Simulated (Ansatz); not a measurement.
# AlBClH5Si: rotation by 180° about the Si2–B3 bond

Wanted: the energy profile along the rotation by 180° about the Si2–B3 bond, from relaxed end points and a band of images. SMILES of the start: [AlH2][SiH2]BCl.

Program: Ansatz 0.2.0. Level of theory: RKS PBE0/6-31G. These are calculated values, not measurements.

## 1. The structure to begin with

Bond lengths: Al1–Si2 2.444 Å, Si2–B3 1.970 Å, B3–Cl4 1.706 Å, Al1–H5 1.565 Å, Al1–H6 1.566 Å, Si2–H7 1.489 Å, Si2–H8 1.492 Å, B3–H9 1.176 Å. Angles: Al1–Si2–B3 111.5°, Al1–Si2–H7 113.0°, Al1–Si2–H8 105.2°, B3–Si2–H7 112.5°, B3–Si2–H8 111.7°, H7–Si2–H8 102.3°, Si2–Al1–H5 125.0°, Si2–Al1–H6 126.5°, H5–Al1–H6 108.5°, Si2–B3–Cl4 118.8°, Si2–B3–H9 125.1°, Cl4–B3–H9 115.7°.

As a file:

```xyz
9

Al   -0.9220    1.6731    0.0457
Si    0.8274    0.0022   -0.3025
B     0.3135   -1.7471    0.4447
Cl   -0.8325   -2.6950   -0.3919
H    -1.6392    2.4716   -1.0929
H    -1.5757    2.0655    1.4141
H     2.1658    0.4526    0.1690
H     1.0156   -0.0637   -1.7807
H     0.6471   -2.1592    1.4946
```

## 2. Relaxing end A

The input, input.yaml:

```yaml
crystal:
  periodic: [false, false, false]
  atoms:
    - { symbol: Al, position_ang: [-0.92198, 1.67315, 0.04573] }
    - { symbol: Si, position_ang: [0.82736, 0.00215, -0.30251] }
    - { symbol: B, position_ang: [0.31349, -1.74708, 0.44469] }
    - { symbol: Cl, position_ang: [-0.83251, -2.69504, -0.39191] }
    - { symbol: H, position_ang: [-1.63916, 2.47163, -1.0929] }
    - { symbol: H, position_ang: [-1.57574, 2.06551, 1.41405] }
    - { symbol: H, position_ang: [2.16581, 0.45262, 0.16898] }
    - { symbol: H, position_ang: [1.01559, -0.06371, -1.78073] }
    - { symbol: H, position_ang: [0.64714, -2.15923, 1.49459] }
basis:
  gaussian: { orbitals: "6-31G" }
hamiltonian:
  xc: pbe0
relax:
  f_tol: 0.015
  max_steps: 40
```

The run is started by

```bash
$ ansatz run input.yaml --threads 1 --pin off --max-ram 2048MiB --backend cpu --events-out ev --progress --plain --runs-dir out
```

The program printed, shortened:

```text
Warning: RAYON_NUM_THREADS=1 ignored (pool sized by the plan → 1); use --threads N
[...]
Functional definition: PBE0
[...]
743 factors; integrals over basis functions are off by at most 2.0e-4 eV
[...]
mean field -27739.88825443 eV, -1019.4220905786 hartree, gradient 2.6e-5 eV, S^2 0.000000; 0 other end points of the search recorded, 0 dependent functions left out
[...]
reference -27739.88828918 eV, -1019.4220918557 hartree; 27, 27 occupied and 31, 31 virtual orbitals, 743 factors
relax step   1: F+E_penalty+E_count = -27739.88825443 eV  Δ(F+E_penalty+E_count) = +0.000e0 eV  max|allowed force component| = 1.649e0 eV/Å  Δτ_max = 0.0000 Å  (22 SCF iters, accepted)
[...]
relax step   4: F+E_penalty+E_count = -27739.97418164 eV  Δ(F+E_penalty+E_count) = +1.295e-1 eV  max|allowed force component| = 2.079e0 eV/Å  Δτ_max = 0.1594 Å  (25 SCF iters, rejected (line search))
[...]
relax step   7: F+E_penalty+E_count = -27740.14377247 eV  Δ(F+E_penalty+E_count) = -9.344e-4 eV  max|allowed force component| = 4.197e-2 eV/Å  Δτ_max = 0.0344 Å  (23 SCF iters, accepted)
[...]
relax step  10: F+E_penalty+E_count = -27740.14544840 eV  Δ(F+E_penalty+E_count) = -1.556e-4 eV  max|allowed force component| = 2.744e-2 eV/Å  Δτ_max = 0.0116 Å  (20 SCF iters, accepted)
[...]
relax step  11: F+E_penalty+E_count = -27740.14539604 eV  Δ(F+E_penalty+E_count) = +5.236e-5 eV  max|allowed force component| = 4.125e-2 eV/Å  Δτ_max = 0.0129 Å  (21 SCF iters, rejected (line search))
[...]
relax step  12: F+E_penalty+E_count = -27740.14553613 eV  Δ(F+E_penalty+E_count) = -8.773e-5 eV  max|allowed force component| = 8.650e-3 eV/Å  Δτ_max = 0.0065 Å  (21 SCF iters, accepted)
743 factors; integrals over basis functions are off by at most 2.1e-4 eV
mean field -27740.14553613 eV, -1019.4315455066 hartree, gradient 1.4e-5 eV, S^2 0.000000; 1 other end points of the search recorded, 0 dependent functions left out
[...]
reference -27740.14557129 eV, -1019.4315467988 hartree; 27, 27 occupied and 31, 31 virtual orbitals, 743 factors
Total energy: -27740.14557129 eV, -1019.4315467988 hartree
Atom 0 at    -0.941432     1.701723     0.057719 Å, force    -0.005415     0.004983     0.001262 eV/Å
Atom 1 at     0.809196     0.017621    -0.407663 Å, force     0.008650     0.006698    -0.004228 eV/Å
Atom 2 at     0.262024    -1.709188     0.445232 Å, force    -0.007023    -0.006517    -0.001783 eV/Å
Atom 3 at    -0.709533    -2.928963    -0.461204 Å, force     0.002423     0.001729     0.002615 eV/Å
Atom 4 at    -1.623446     2.532614    -1.140257 Å, force     0.001842    -0.002520     0.001021 eV/Å
Atom 5 at    -1.396942     1.973777     1.578204 Å, force     0.001437    -0.002116    -0.002094 eV/Å
Atom 6 at     2.085122     0.513321     0.233404 Å, force    -0.001837    -0.001962    -0.001846 eV/Å
Atom 7 at     1.035662    -0.119178    -1.889906 Å, force    -0.000523     0.001742     0.000782 eV/Å
Atom 8 at     0.479348    -1.981726     1.584462 Å, force     0.000446    -0.002038     0.004270 eV/Å
Dipole moment:     0.085371     0.291949     0.124259 e Å
```

It took 75 s on 1 thread of Arm Neoverse N1, shared host; peak memory 0.17 GiB.

Step by step:

```tsv
step	energy from step 1 (eV)	largest force component (eV/Å)
1	0.0000	1.6488
2	-0.1730	1.1678
3	-0.2154	0.6211
4x	-0.0859	2.0789
5	-0.2523	0.0631
6	-0.2546	0.0549
7	-0.2555	0.0420
8	-0.2567	0.0283
9	-0.2570	0.0531
10	-0.2572	0.0274
11x	-0.2571	0.0413
12	-0.2573	0.0086
```

Step 1 is the start. 2 steps were tried and not accepted (marked x).

After: Bond lengths: Al1–Si2 2.473 Å, Si2–B3 2.002 Å, B3–Cl4 1.804 Å, Al1–H5 1.610 Å, Al1–H6 1.610 Å, Si2–H7 1.512 Å, Si2–H8 1.506 Å, B3–H9 1.191 Å. Angles: Al1–Si2–B3 108.3°, Al1–Si2–H7 107.1°, Al1–Si2–H8 110.7°, B3–Si2–H7 109.4°, B3–Si2–H8 112.5°, H7–Si2–H8 108.7°, Si2–Al1–H5 120.8°, Si2–Al1–H6 119.5°, H5–Al1–H6 119.7°, Si2–B3–Cl4 121.1°, Si2–B3–H9 123.7°, Cl4–B3–H9 115.1°.

## 3. Relaxing end B

The second end starts from a geometry with the move made by hand.

input.yaml: that of step 2 with these lines changed.

```diff
@@ -6,3 +6,3 @@
     - { symbol: B, position_ang: [0.31349, -1.74708, 0.44469] }
-    - { symbol: Cl, position_ang: [-0.83251, -2.69504, -0.39191] }
+    - { symbol: Cl, position_ang: [1.0301, -2.26079, 1.90566] }
     - { symbol: H, position_ang: [-1.63916, 2.47163, -1.0929] }
@@ -11,3 +11,3 @@
     - { symbol: H, position_ang: [1.01559, -0.06371, -1.78073] }
-    - { symbol: H, position_ang: [0.64714, -2.15923, 1.49459] }
+    - { symbol: H, position_ang: [-0.37331, -2.53706, -0.09171] }
 basis:
```

The run is started by

```bash
$ ansatz run input.yaml --threads 1 --pin off --max-ram 2048MiB --backend cpu --events-out ev --progress --plain --runs-dir out
```

The program printed, shortened:

```text
Warning: RAYON_NUM_THREADS=1 ignored (pool sized by the plan → 1); use --threads N
[...]
[... 1 set-up line as earlier in the session ...]
[...]
743 factors; integrals over basis functions are off by at most 1.9e-4 eV
[...]
mean field -27739.87117232 eV, -1019.4214628228 hartree, gradient 2.3e-5 eV, S^2 0.000000; 0 other end points of the search recorded, 0 dependent functions left out
[...]
reference -27739.87120792 eV, -1019.4214641310 hartree; 27, 27 occupied and 31, 31 virtual orbitals, 743 factors
relax step   1: F+E_penalty+E_count = -27739.87117232 eV  Δ(F+E_penalty+E_count) = +0.000e0 eV  max|allowed force component| = 2.188e0 eV/Å  Δτ_max = 0.0000 Å  (22 SCF iters, accepted)
[...]
relax step   3: F+E_penalty+E_count = -27740.10368476 eV  Δ(F+E_penalty+E_count) = -1.016e-1 eV  max|allowed force component| = 5.529e-1 eV/Å  Δτ_max = 0.1967 Å  (27 SCF iters, accepted)
[...]
Total energy: -27740.13792390 eV, -1019.4312657624 hartree
Atom 0 at    -0.943046     1.659876     0.066985 Å, force    -0.012874     0.005476     0.001690 eV/Å
Atom 1 at     0.843473     0.020168    -0.418438 Å, force     0.009056    -0.002687    -0.003957 eV/Å
Atom 2 at     0.348753    -1.744469     0.391164 Å, force     0.005845     0.000838     0.006999 eV/Å
Atom 3 at     0.773195    -2.134613     2.098236 Å, force    -0.005656     0.000588    -0.012645 eV/Å
Atom 4 at    -1.677879     2.451396    -1.127772 Å, force     0.002737    -0.003700     0.004942 eV/Å
Atom 5 at    -1.370429     1.938528     1.593631 Å, force     0.002824     0.002006    -0.004823 eV/Å
Atom 6 at     2.118629     0.553431     0.189194 Å, force     0.000286    -0.000711     0.000396 eV/Å
Atom 7 at     1.039804    -0.110996    -1.907484 Å, force    -0.000870     0.000609     0.003293 eV/Å
Atom 8 at    -0.290340    -2.576901    -0.174257 Å, force    -0.001349    -0.002419     0.004103 eV/Å
Dipole moment:    -0.122835     0.165661    -0.243900 e Å
```

Run time: 65 s. Hardware: 1 thread of Arm Neoverse N1, shared host; peak memory 0.17 GiB.

Relaxation path:

```tsv
step	energy from step 1 (eV)	largest force component (eV/Å)
1	0.0000	2.1884
2	-0.1309	1.4977
3	-0.2325	0.5529
4x	-0.2231	0.3085
5	-0.2609	0.0922
6	-0.2635	0.0916
7	-0.2643	0.0875
8	-0.2656	0.0897
9	-0.2663	0.0414
10	-0.2666	0.0207
11	-0.2667	0.0129
```

Step 1 is the start. 1 step was tried and not accepted (marked x).

After: Bond lengths: Al1–Si2 2.473 Å, Si2–B3 2.004 Å, B3–Cl4 1.802 Å, Al1–H5 1.611 Å, Al1–H6 1.610 Å, Si2–H7 1.510 Å, Si2–H8 1.508 Å, B3–H9 1.192 Å. Angles: Al1–Si2–B3 109.0°, Al1–Si2–H7 107.3°, Al1–Si2–H8 110.2°, B3–Si2–H7 110.9°, B3–Si2–H8 110.8°, H7–Si2–H8 108.6°, Si2–Al1–H5 120.7°, Si2–Al1–H6 119.5°, H5–Al1–H6 119.8°, Si2–B3–Cl4 121.0°, Si2–B3–H9 123.8°, Cl4–B3–H9 115.1°.

## 4. The band

crystal.atoms is end A as relaxed above, and neb.final_atoms is end B, turned to lie on A. With 7 inner images the band has 9 in all. The start path is listed, through a guess of the saddle.

The input, input.yaml:

```yaml
crystal:
  periodic: [false, false, false]
  atoms:
    - { symbol: Al, position_ang: [-0.941432, 1.701723, 0.057719] }
    - { symbol: Si, position_ang: [0.809196, 0.017621, -0.407663] }
    - { symbol: B, position_ang: [0.262024, -1.709188, 0.445232] }
    - { symbol: Cl, position_ang: [-0.709533, -2.928963, -0.461204] }
    - { symbol: H, position_ang: [-1.623446, 2.532614, -1.140257] }
    - { symbol: H, position_ang: [-1.396942, 1.973777, 1.578204] }
    - { symbol: H, position_ang: [2.085122, 0.513321, 0.233404] }
    - { symbol: H, position_ang: [1.035662, -0.119178, -1.889906] }
    - { symbol: H, position_ang: [0.479348, -1.981726, 1.584462] }
basis:
  gaussian: { orbitals: "6-31G" }
hamiltonian:
  xc: pbe0
neb:
  order_check: false
  images: 7
  f_tol: 0.05
  max_iterations: 53
  final_atoms:
    - { symbol: Al, position_ang: [-0.93446677, 1.71198374, 0.07088834] }
    - { symbol: Si, position_ang: [0.79458719, 0.01406324, -0.42243341] }
    - { symbol: B, position_ang: [0.12312944, -1.78651595, 0.14431704] }
    - { symbol: Cl, position_ang: [0.35538047, -2.37544833, 1.83123028] }
    - { symbol: H, position_ang: [-1.50240276, 2.66810442, -1.09410508] }
    - { symbol: H, position_ang: [-1.49274236, 1.86224549, 1.57312034] }
    - { symbol: H, position_ang: [2.03241659, 0.39629755, 0.35299176] }
    - { symbol: H, position_ang: [1.12802683, 0.021853, -1.89272766] }
    - { symbol: H, position_ang: [-0.50392963, -2.51258216, -0.56329061] }
  initial_path:
    images:
      - { positions_ang: [[-0.941432, 1.701723, 0.057719], [0.809196, 0.017621, -0.407663], [0.262024, -1.709188, 0.445232], [-0.709533, -2.928963, -0.461204], [-1.623446, 2.532614, -1.140257], [-1.396942, 1.973777, 1.578204], [2.085122, 0.513321, 0.233404], [1.035662, -0.119178, -1.889906], [0.479348, -1.981726, 1.584462]] }
      - { positions_ang: [[-0.90916756, 1.72401947, 0.08543352], [0.78067815, 0.00147832, -0.40577926], [0.2249726, -1.71662292, 0.4402699], [-0.33562679, -2.99746885, -0.38018769], [-1.61602405, 2.56541494, -1.07235825], [-1.35528125, 2.04044299, 1.58608431], [2.09484202, 0.45077195, 0.14521595], [0.94481988, -0.12036433, -1.88982359], [0.17078601, -1.94767057, 1.49113612]] }
      - { positions_ang: [[-0.87690313, 1.74631593, 0.11314805], [0.7521603, -0.01466436, -0.40389553], [0.18792119, -1.72405784, 0.4353078], [0.03827942, -3.0659747, -0.29917138], [-1.60860209, 2.59821587, -1.00445951], [-1.3136205, 2.10710897, 1.59396462], [2.10456204, 0.38822291, 0.0570279], [0.85397775, -0.12155066, -1.88974118], [-0.13777598, -1.91361513, 1.39781024]] }
      - { positions_ang: [[-0.84463869, 1.7686124, 0.14086257], [0.72364245, -0.03080704, -0.40201179], [0.15086979, -1.73149276, 0.43034569], [0.41218563, -3.13448054, -0.21815507], [-1.60118014, 2.63101681, -0.93656076], [-1.27195975, 2.17377496, 1.60184492], [2.11428207, 0.32567386, -0.03116016], [0.76313563, -0.12273699, -1.88965877], [-0.44633797, -1.8795597, 1.30448436]] }
      - { positions_ang: [[-0.81237425, 1.79090887, 0.1685771], [0.69512459, -0.04694972, -0.40012806], [0.11381838, -1.73892768, 0.42538359], [0.78609184, -3.20298639, -0.13713876], [-1.59375819, 2.66381775, -0.86866202], [-1.23029901, 2.24044094, 1.60972523], [2.12400209, 0.26312482, -0.11934821], [0.6722935, -0.12392332, -1.88957636], [-0.75489995, -1.84550426, 1.21115848]] }
      - { positions_ang: [[-0.84289738, 1.77117759, 0.14415491], [0.71999024, -0.03169648, -0.4057044], [0.11614615, -1.75082475, 0.35511696], [0.67841399, -2.99610188, 0.3549535], [-1.57091933, 2.66488942, -0.92502278], [-1.29590984, 2.14589208, 1.60057401], [2.10110572, 0.296418, -0.00126322], [0.78622683, -0.08747924, -1.89036419], [-0.69215737, -2.01227374, 0.76754621]] }
      - { positions_ang: [[-0.87342051, 1.7514463, 0.11973272], [0.74485589, -0.01644324, -0.41128074], [0.11847391, -1.76272181, 0.28485032], [0.57073615, -2.78921736, 0.84704576], [-1.54808047, 2.66596108, -0.98138355], [-1.36152068, 2.05134322, 1.59142278], [2.07820934, 0.32971118, 0.11682178], [0.90016017, -0.05103516, -1.89115201], [-0.62941479, -2.17904321, 0.32393394]] }
      - { positions_ang: [[-0.90394364, 1.73171502, 0.09531053], [0.76972154, -0.00119, -0.41685707], [0.12080167, -1.77461888, 0.21458368], [0.46305831, -2.58233285, 1.33913802], [-1.52524162, 2.66703275, -1.03774432], [-1.42713152, 1.95679435, 1.58227156], [2.05531297, 0.36300437, 0.23490677], [1.0140935, -0.01459108, -1.89193983], [-0.56667221, -2.34581269, -0.11967833]] }
      - { positions_ang: [[-0.93446677, 1.71198374, 0.07088834], [0.79458719, 0.01406324, -0.42243341], [0.12312944, -1.78651595, 0.14431704], [0.35538047, -2.37544833, 1.83123028], [-1.50240276, 2.66810442, -1.09410508], [-1.49274236, 1.86224549, 1.57312034], [2.03241659, 0.39629755, 0.35299176], [1.12802683, 0.021853, -1.89272766], [-0.50392963, -2.51258216, -0.56329061]] }
```

The run is started by

```bash
$ ansatz run input.yaml --threads 1 --pin off --max-ram 2048MiB --backend cpu --events-out ev --progress --plain --runs-dir out
```

The program printed, shortened:

```text
Warning: RAYON_NUM_THREADS=1 ignored (pool sized by the plan → 1); use --threads N
[...]
[... 1 set-up line as earlier in the session ...]
[...]
742 factors; integrals over basis functions are off by at most 2.1e-4 eV
[...]
mean field -27740.14553724 eV, -1019.4315455476 hartree, gradient 2.6e-5 eV, S^2 0.000000; 0 other end points of the search recorded, 0 dependent functions left out
[...]
reference -27740.14557227 eV, -1019.4315468348 hartree; 27, 27 occupied and 31, 31 virtual orbitals, 742 factors
742 factors; integrals over basis functions are off by at most 2.0e-4 eV
[...]
mean field -27740.13787779 eV, -1019.4312640681 hartree, gradient 2.5e-5 eV, S^2 0.000000; 0 other end points of the search recorded, 0 dependent functions left out
[...]
reference -27740.13791298 eV, -1019.4312653613 hartree; 27, 27 occupied and 31, 31 virtual orbitals, 742 factors
[...]
Total energy: -27740.01692760 eV, -1019.4268192307 hartree
Atom 0 at    -0.842778     1.896814     0.173157 Å, force     0.001386     0.001039     0.000336 eV/Å
Atom 1 at     0.581048    -0.002341    -0.465267 Å, force     0.000633     0.000670     0.002543 eV/Å
Atom 2 at     0.060928    -1.783395     0.363416 Å, force     0.000362    -0.000325    -0.001079 eV/Å
Atom 3 at     1.068686    -3.242825     0.058437 Å, force    -0.000747    -0.000152    -0.000278 eV/Å
Atom 4 at    -1.606440     2.793322    -0.926106 Å, force    -0.001412    -0.000888    -0.000643 eV/Å
Atom 5 at    -1.030213     2.259548     1.732818 Å, force     0.000321     0.000718    -0.000145 eV/Å
Atom 6 at     2.010222     0.260204    -0.036240 Å, force    -0.000775     0.000100     0.000147 eV/Å
Atom 7 at     0.644939    -0.205543    -1.961841 Å, force     0.000126    -0.000342    -0.000857 eV/Å
Atom 8 at    -0.886393    -1.975784     1.061616 Å, force     0.000107    -0.000820    -0.000024 eV/Å
Dipole moment:    -0.170640     0.232337     0.054041 e Å
this run last wrote the band of iteration 14 to <dir>
```

Wall time 8.1 min (1 thread of Arm Neoverse N1, shared host); peak memory 0.15 GiB.

## 5. Images and barrier

Images 0 and 8 are the ends. Energies count from image 0; the path length is the program's own measure over all atoms.

```tsv
image	path (Å)	energy (eV)	dihedral Al1–Si2–B3–Cl4 (°)	band force (eV/Å)
0	0.000	0.0000	91	-
1	0.695	0.0163	114	0.014
2	1.389	0.0575	139	0.005
3	2.084	0.1053	162	0.034
4*	2.779	0.1286	-177	0.003
5	3.449	0.1075	-156	0.005
6	4.119	0.0635	-133	0.025
7	4.788	0.0246	-110	0.049
8	5.456	0.0077	-87	-
```

The star marks the climbing image.

image, energy (eV) and a bar:
```
        0      0.000 
        1      0.016 ####
        2      0.057 #############
        3      0.105 #########################
        4      0.129 ##############################
        5      0.108 #########################
        6      0.063 ###############
        7      0.025 ######
        8      0.008 ##
```

The top of the band by iteration:

```tsv
iteration	highest image above image 0 (eV)	largest band force (eV/Å)
1	13.8320	43.619
3	1.6913	6.562
5	0.1638	1.148
7	0.1293	0.266
9	0.1289	0.071
11	0.1289	0.305
13	0.1287	0.055
14	0.1286	0.049
```

The band as a trajectory file:

```xyz
9
image=0 dE=0.0000
Al   -0.941    1.702    0.058
Si    0.809    0.018   -0.408
B     0.262   -1.709    0.445
Cl   -0.710   -2.929   -0.461
H    -1.623    2.533   -1.140
H    -1.397    1.974    1.578
H     2.085    0.513    0.233
H     1.036   -0.119   -1.890
H     0.479   -1.982    1.584
9
image=1 dE=0.0163
Al   -0.921    1.770    0.076
Si    0.722   -0.001   -0.437
B     0.210   -1.734    0.435
Cl   -0.253   -3.181   -0.531
H    -1.662    2.607   -1.082
H    -1.229    2.106    1.621
H     2.009    0.459    0.215
H     0.969   -0.148   -1.915
H     0.156   -1.879    1.617
9
image=2 dE=0.0575
Al   -0.906    1.832    0.096
Si    0.629   -0.009   -0.466
B     0.161   -1.756    0.423
Cl    0.267   -3.321   -0.458
H    -1.639    2.718   -1.031
H    -1.153    2.173    1.651
H     1.951    0.388    0.167
H     0.882   -0.183   -1.941
H    -0.194   -1.842    1.558
9
image=3 dE=0.1053
Al   -0.877    1.880    0.127
Si    0.586   -0.006   -0.460
B     0.106   -1.777    0.400
Cl    0.737   -3.319   -0.276
H    -1.639    2.751   -0.993
H    -1.078    2.261    1.680
H     1.964    0.306    0.096
H     0.777   -0.195   -1.945
H    -0.575   -1.903    1.370
9
image=4 dE=0.1286
Al   -0.843    1.897    0.173
Si    0.581   -0.002   -0.465
B     0.061   -1.783    0.363
Cl    1.069   -3.243    0.058
H    -1.606    2.793   -0.926
H    -1.030    2.260    1.733
H     2.010    0.260   -0.036
H     0.645   -0.206   -1.962
H    -0.886   -1.976    1.062
9
image=5 dE=0.1075
Al   -0.855    1.881    0.166
Si    0.635    0.008   -0.411
B     0.039   -1.795    0.296
Cl    1.230   -3.118    0.554
H    -1.544    2.772   -0.986
H    -1.172    2.228    1.708
H     2.054    0.266    0.040
H     0.702   -0.152   -1.916
H    -1.089   -2.090    0.549
9
image=6 dE=0.0635
Al   -0.886    1.840    0.138
Si    0.689    0.009   -0.382
B     0.052   -1.804    0.228
Cl    1.135   -2.935    1.113
H    -1.484    2.745   -1.053
H    -1.344    2.138    1.652
H     2.064    0.303    0.167
H     0.821   -0.076   -1.886
H    -1.048   -2.220    0.023
9
image=7 dE=0.0246
Al   -0.910    1.781    0.100
Si    0.749    0.010   -0.390
B     0.086   -1.798    0.175
Cl    0.804   -2.679    1.571
H    -1.481    2.697   -1.095
H    -1.459    2.008    1.596
H     2.053    0.355    0.284
H     0.975   -0.012   -1.882
H    -0.816   -2.362   -0.360
9
image=8 dE=0.0077
Al   -0.934    1.712    0.071
Si    0.795    0.014   -0.422
B     0.123   -1.787    0.144
Cl    0.355   -2.375    1.831
H    -1.502    2.668   -1.094
H    -1.493    1.862    1.573
H     2.032    0.396    0.353
H     1.128    0.022   -1.893
H    -0.504   -2.513   -0.563
```

(Part 1 of 2 ends here.)
